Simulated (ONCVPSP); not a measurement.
# Tm: generating and testing an ONCV potential

Task: generate the file, and judge it by its errors in other configurations, its logarithmic derivatives, its ghosts and its cutoff.

Program: ONCVPSP 4.0.1. Reference atom: PBE, fully relativistic, spherical and spin-unpolarised. All values are calculated.

## (1) Starting point

Typed settings, in words:

```
element                 : thulium (Tm, Z = 69)
type                    : optimised norm-conserving Vanderbilt (ONCV)
frozen core             : [Kr] 4d10
valence charge          : 23
reference configuration : 4f13 5s2 5p6 (charge +2)
partial waves           : 5s: rc 1.85 bohr, ncon 4, nbas 7, qcut 6.9 1/bohr, 2 projectors, debl 2.5 Ha; 5p: rc 1.40 bohr, ncon 4, nbas 8, qcut 5.4 1/bohr, 2 projectors, debl 0.5 Ha; d scattering state at 0.38 Ha: rc 1.55 bohr, ncon 4, nbas 9, qcut 5.8 1/bohr, 3 projectors, debl 3.1 Ha; 4f: rc 1.20 bohr, ncon 3, nbas 8, qcut 11.8 1/bohr, 1 projector
local potential         : polynomial inside 1.20 bohr (lpopt 5, dvloc0 4 Ha)
core correction         : Teter function, fcfact 4, rcfact 1.4
```

## (2) The generation run

The input, Tm.dat:

```
# ATOM AND REFERENCE CONFIGURATION
# atsym  z   nc   nv     iexc    psfile
  Tm 69.00    9    3        4      upf
#
#   n    l    f
    1    0    2.00
    2    0    2.00
    2    1    6.00
    3    0    2.00
    3    1    6.00
    3    2   10.00
    4    0    2.00
    4    1    6.00
    4    2   10.00
    4    3   13.00
    5    0    2.00
    5    1    6.00
#
# PSEUDOPOTENTIAL AND OPTIMIZATION
# lmax
    3
#
#   l,   rc,      ep,       ncon, nbas, qcut
    0    1.85    0.00    4    7    6.90
    1    1.40    0.00    4    8    5.40
    2    1.55    0.38    4    9    5.80
    3    1.20    0.00    3    8   11.80
#
# LOCAL POTENTIAL
# lloc, lpopt,  rc(5),   dvloc0
    4    5    1.20    4.00
#
# VANDERBILT-KLEINMAN-BYLANDER PROJECTORs
# l, nproj, debl
    0    2    2.50
    1    2    0.50
    2    3    3.10
    3    1    2.40
#
# MODEL CORE CHARGE
# icmod, fcfact, rcfact
    3    4.00    1.40
#
# LOG DERIVATIVE ANALYSIS
# epsh1, epsh2, depsh
   -4.00    5.00    0.02
#
# OUTPUT GRID
# rlmax, drl
    6.00    0.01
#
# TEST CONFIGURATIONS
# ncnf
    4
# nvcnf
#   n    l    f
    4
    4    3   13.00
    5    0    2.00
    5    1    6.00
    6    0    2.00
#
    4
    4    3   13.00
    5    0    2.00
    5    1    6.00
    6    0    1.00
#
    3
    4    3   12.00
    5    0    2.00
    5    1    6.00
#
    4
    4    3   13.00
    5    0    2.00
    5    1    6.00
    6    1    1.00
#
```

Run with:

```bash
$ oncvpspr.x < Tm.dat > Tm.out
```

Q: Predict the outcome of this session. Wanted: cutoffs for 1 and 0.1 mHa per electron, occupied waves; bound ghosts; GHOST(+) flags; largest test error; largest phase difference near zero energy, channels read; rms error of d²Exc/dn², without and with the model core; projector energies reset by the program.

As calculated:

```
                                                quantity                                                                                    value
  cutoffs for 1 and 0.1 mHa per electron, occupied waves                                                                         80 Ha and 258 Ha
                                            bound ghosts                                                                               none found
                                          GHOST(+) flags  s at 155 eV, d5/2 at 2764 eV, d5/2 at 4176 eV (2 near or above the test basis's cutoff)
                            largest test error (AE − PS)                                                                +35 meV, for 4f12 5s2 5p6
largest phase difference near zero energy, channels read                                                                                0.035 rad
 rms error of d²Exc/dn², without and with the model core                                                                        8.34 and 4.82 mHa
                 projector energies reset by the program                                           p: -1.463, 0.250 Ha; d: 0.050, 3.150, 6.250 Ha
```

What this shows: By total energies transferability is fair: the largest error is 35 meV on 26.3 eV, for 4f12 5s2 5p6. The potential is very hard: the looser tolerance needs 80 Ha. The tighter tolerance needs 258 Ha, and converged work needs a cutoff nearer that. No bound ghost shows below the valence levels. Near zero energy the largest phase difference among the channels read is 0.03 rad, in the f5/2 channel. The program also flags highly localised states, GHOST(+) (s, d5/2). These are tests on the free atom; a crystal test is still owed.
